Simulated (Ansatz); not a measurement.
**TiHO (quartet): from Hartree-Fock to the top rungs, def2-TZVPP**

An exercise on one series of results from a longer session: the logs are not shown, and one member is left open.

The runs use Ansatz 0.2.0, Gaussian basis; def2-TZVPP, core rule «outside noble gas», up to 10 orbitals frozen.

Plan: UHF; ROHF; CCSD(T) on UHF.

## The system

The geometry is a PBE0/def2-TZVP stationary point (not a proven minimum).

3 atoms, charge 0, spin multiplicity 4.

Atoms are counted from 1 here; the program's logs count them from 0.

Bond lengths: Ti1–O2 1.831 Å, O2–H3 0.957 Å. Angles: Ti1–O2–H3 136.2°.

Coordinates:

```xyz
3

Ti    0.0000   -0.1395    1.4611
O     0.0000   -0.2417   -0.3671
H     0.0000    0.3811   -1.0941
```

Set-up of the first run:

Input file in.yaml:

```yaml
crystal:
  periodic: [false, false, false]
  atoms:
    - {symbol: Ti, position_ang: [0.000000, -0.139457, 1.461137]}
    - {symbol: O, position_ang: [0.000000, -0.241665, -0.367054]}
    - {symbol: H, position_ang: [0.000000, 0.381123, -1.094084]}
basis:
  gaussian: {orbitals: def2-TZVPP}
magnetization: {spin_polarized: true, initial_magnetization: 3}
hamiltonian: {xc: hf}
output: {orbitals: {seedname: orbitals}}
```

Command:

```
$ ansatz run in.yaml --threads 1 --pin off --events-out ev --progress --plain --max-ram 4096MiB --backend cpu
```

Among the steps run: UHF; ROHF; CCSD(T) on UHF.

One of the session's tables, all rows but one given; the rest of the session is left out.

It belongs to the step «Misses and costs». 

| method | from UCCSD(T) (kJ/mol) |
| --- | --- |
| ROHF | +832.3 |
| UHF | +820.6 |
| UMP2 | ? |
| UCCSD | +31.5 |
| UCCSD(T) | 0 |

**Question.** Estimate the row for UMP2.

As computed: from UCCSD(T) (kJ/mol): +50.1. In the column «from UCCSD(T) (kJ/mol)» it lies between UCCSD (+31.5) and UHF (+820.6).

With the free atoms at the same levels and basis (separate runs), the atomisation energy is 8.694 eV at UCCSD(T), 6.220 eV at ROHF.
